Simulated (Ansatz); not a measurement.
Runs of Ansatz 0.2.0 on Ba2Tl5V3O12. The structure is trigonal, space group P-3m1 (No. 164). Conventional cell: a = 8.154 Å, b = 8.154 Å, c = 6.921 Å, α = 90.00°, β = 90.00°, γ = 120.00°. Around Ba (site symmetry 3m) lie 6 O at 2.80 Å. V (site symmetry 2/m) has 4 O at 1.82 Å as nearest neighbours. Tl (site symmetry 2/m) is surrounded by 4 O at 2.53 Å. Tl (site symmetry 3m) has 6 O at 2.73 Å and 3 V at 2.82 Å and 3 Tl at 3.03 Å as nearest neighbours. O (site symmetry 1) is surrounded by 1 V at 1.82 Å. The cell was built by a generator and needn't be a form met in nature.

```csv
task,level,potentials or basis,cell,k mesh,cutoff (eV),basis error allowed,mesh quality,gap on the mesh (eV),pressure (GPa),moment (μB),largest force (eV/Å)
projected density of states,PBE,"all-electron LAPW, scalar-relativistic",as given,4 × 4 × 4,421,0.003 eV/atom,not flagged,none,0.2,0.00,0.05
band structure,revPBE,"all-electron LAPW, scalar-relativistic",as given,3 × 3 × 3,422,0.003 eV/atom,coarse,none,2.3,0.00,0.10
single point,PBE,"all-electron LAPW, scalar-relativistic",as given,3 × 3 × 3,421,0.003 eV/atom,coarse,none,0.1,0.00,(b)
relaxation of cell and atoms,PBE,all-electron PAW datasets made for the crystal,relaxed,2 × 2 × 2,-,-,coarse,none,0.0,0.00,0.01
band structure,PBEsol,"all-electron LAPW, scalar-relativistic",as given,3 × 3 × 3,422,0.003 eV/atom,coarse,none,(a),0.00,0.23
```

Alike in all rows: spin collinear, ferromagnetic start; smearing fermi-dirac 0.05 eV.

Question: Estimate the missing entries.

Answer: (a) -3.9; (b) 0.02.

Caveats: some runs use coarse meshes; semilocal functionals often make such compounds metallic where correlation or magnetic order opens a gap, which also shifts bond lengths; the k mesh is thin for a metal, which can move the energy by tens of meV per atom (some runs); the program listed the state as in doubt (some runs).

A k mesh can miss the band edges, and the runs leave out spin-orbit coupling on Ba, Tl.

A gap of «none» marks a metal or a gap under the smearing width.

Not every run made on this cell is shown here.
